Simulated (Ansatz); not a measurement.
Ba2Tl5V3O12:

```
Ba V Tl O
1.0
     8.15421    0.00000    0.00000
    -4.07711    7.06176    0.00000
     0.00000    0.00000    6.92128
Ba V Tl O
2 3 5 12
Direct
  0.00000 0.00000 0.23552
  0.00000 0.00000 0.76448
  0.50000 0.00000 0.00000
  0.00000 0.50000 0.00000
  0.50000 0.50000 0.00000
  0.50000 0.00000 0.50000
  0.00000 0.50000 0.50000
  0.50000 0.50000 0.50000
  0.33333 0.66667 0.22489
  0.66667 0.33333 0.77511
  0.33890 0.34334 0.81444
  0.65666 0.99556 0.81444
  0.00444 0.66110 0.81444
  0.34334 0.33890 0.18556
  0.99556 0.65666 0.18556
  0.66110 0.00444 0.18556
  0.66110 0.65666 0.18556
  0.34334 0.00444 0.18556
  0.99556 0.33890 0.18556
  0.65666 0.66110 0.81444
  0.00444 0.34334 0.81444
  0.33890 0.99556 0.81444
```

The cell was built by a generator and needn't be a form met in nature.

Base run:

```yaml
Program: Ansatz 0.2.0
Functional: revPBE
Potentials_or_basis: all-electron LAPW, scalar-relativistic
Cutoff: 422 eV
Density_cutoff: 1686 eV
Basis_error_allowed: 0.003 eV/atom
k_mesh: 3 × 3 × 3
Occupations: fermi-dirac, width 0.05 eV
Spin: collinear spin, ferromagnetic start
Starting_moments: "[0.0, 0.0, 2.0, 2.0, 2.0, 0.0, 0.0, 0.0, 0.0, 0.0, 0.0, 0.0, 0.0, 0.0, 0.0, 0.0, 0.0, 0.0, 0.0, 0.0, 0.0, 0.0] μB"
```

Its results: band gap on the k mesh none (metal or under the smearing width); pressure 2.3 GPa; net moment 0.00 μB per cell; largest force 0.105 eV/Å.

Problem. The run is repeated on the same cell with these changes: functional from revPBE to BLYP. What comes out?

Solution. Band gap on the k mesh none (metal or under the smearing width); pressure 3.9 GPa; net moment 0.00 μB per cell; largest force 0.247 eV/Å.

Caveats: the k mesh is thin for a metal, which can move the energy by tens of meV per atom; semilocal functionals often make such compounds metallic where correlation or magnetic order opens a gap, which also shifts bond lengths.

Not every run made on this cell is shown here.
